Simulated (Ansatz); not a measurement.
# CH₄Cl₂OSeSn: a ladder of functionals and wavefunction methods

An exercise on one series of results from a longer session: the logs are not shown, and one member is left open.

The runs use Ansatz 0.2.0, Gaussian basis; functionals in def2-TZVPP, the program's frozen cores in correlated methods.

The runs, in order: PBE-D4, r2SCAN-D4, PBE0-D4, B3LYP-D4, ωB97X-V, ωB97M-V, B2PLYP; CCSD(T)/def2-TZVPP; MP2/def2-QZVPP; extrapolation to the limit.

## The geometry

The geometry comes from an earlier relaxation with PBE0-D4 in a triple-zeta def2 set; it is a stationary point, not always the lowest conformer. Sn takes the def2 core potential; no spin-orbit term is included.

SMILES `C[O][Sn]([Cl])([Cl])[SeH]`, 10 atoms, charge 0, spin multiplicity 1.

Atoms are counted from 1 here; the program's logs count them from 0.

Bond lengths: C1–O2 1.415 Å, C1–H7 1.092 Å, C1–H8 1.096 Å, C1–H9 1.096 Å, O2–Sn3 1.939 Å, Sn3–Cl4 2.316 Å, Sn3–Cl5 2.310 Å, Sn3–Se6 2.487 Å, Se6–H10 1.471 Å. Angles: O2–C1–H7 107.2°, O2–C1–H8 111.8°, O2–C1–H9 112.1°, H7–C1–H8 108.4°, H7–C1–H9 108.4°, H8–C1–H9 108.8°, C1–O2–Sn3 120.2°, O2–Sn3–Cl4 106.3°, O2–Sn3–Cl5 109.9°, O2–Sn3–Se6 109.2°, Cl4–Sn3–Cl5 106.1°, Cl4–Sn3–Se6 114.9°, Cl5–Sn3–Se6 110.2°, Sn3–Se6–H10 89.3°.

Geometry (Å):

```xyz
10
CH4Cl2OSeSn
C     0.13254   -1.73935   -0.37234
O    -0.49689   -0.48643   -0.56581
Sn   -0.03245    1.02306    0.55964
Cl    2.27793    1.17591    0.52028
Cl   -0.60895    0.57613    2.75140
Se   -1.22937    3.04730   -0.24927
H    -0.23444   -2.40910   -1.15331
H    -0.11724   -2.17505    0.60148
H     1.22252   -1.67157   -0.45922
H    -0.91365    2.65911   -1.63283
```

Set-up of the first run:

in.yaml reads:

```yaml
crystal:
  periodic: [false, false, false]
  atoms:
    - {symbol: C, position_ang: [0.132541, -1.739353, -0.372345]}
    - {symbol: O, position_ang: [-0.496892, -0.486427, -0.565815]}
    - {symbol: Sn, position_ang: [-0.032453, 1.023063, 0.559645]}
    - {symbol: Cl, position_ang: [2.277929, 1.175907, 0.520282]}
    - {symbol: Cl, position_ang: [-0.608948, 0.576133, 2.751395]}
    - {symbol: Se, position_ang: [-1.229371, 3.047303, -0.249272]}
    - {symbol: H, position_ang: [-0.234445, -2.409096, -1.153305]}
    - {symbol: H, position_ang: [-0.117236, -2.175054, 0.601477]}
    - {symbol: H, position_ang: [1.222524, -1.671573, -0.459222]}
    - {symbol: H, position_ang: [-0.913649, 2.659106, -1.632831]}
basis:
  gaussian: {orbitals: def2-TZVPP}
hamiltonian: {xc: pbe, dispersion: d4}
output: {forces: true, orbitals: {seedname: orbitals}}
```

On the command line:

```bash
ansatz run in.yaml --threads 2 --pin off --events-out ev --progress --plain --max-ram 22528MiB --backend cuda --devices 0, --max-vram 18GiB
```

Steps of the session up to this table: PBE-D4 (GGA); r2SCAN-D4 (meta-GGA); PBE0-D4 (hybrid); B3LYP-D4 (hybrid); ωB97X-V (range-separated); ωB97M-V (range-separated); B2PLYP (double hybrid); CCSD(T) in def2-TZVPP; MP2 in def2-QZVPP.

One of the session's tables, all rows but one given; the rest of the session is left out.

| method | atomisation energy (eV) |
| --- | --- |
| PBE-D4 | 33.878 |
| r2SCAN-D4 | 33.358 |
| PBE0-D4 | 33.101 |
| B3LYP-D4 | 32.837 |
| ωB97X-V | 33.361 |
| ωB97M-V | 33.120 |
| B2PLYP | 32.477 |
| HF/def2-TZVPP | 22.812 |
| MP2/def2-TZVPP | 32.945 |
| CCSD/def2-TZVPP | 31.474 |
| CCSD(T)/def2-TZVPP | ? |
| MP2/CBS | 34.267 |
| CCSD(T)/CBS | 33.529 |

Estimate the missing values for CCSD(T)/def2-TZVPP.

The run gave: atomisation energy (eV): 32.207. In the column «atomisation energy (eV)» it lies between CCSD/def2-TZVPP (31.474) and B2PLYP (32.477).

Caveats from the session: Free atoms (1 C, 1 O, 1 Sn, 2 Cl, 1 Se, 4 H) were run apart at each level; the atomisation energy is their sum less the molecule, without zero-point or spin-orbit terms.
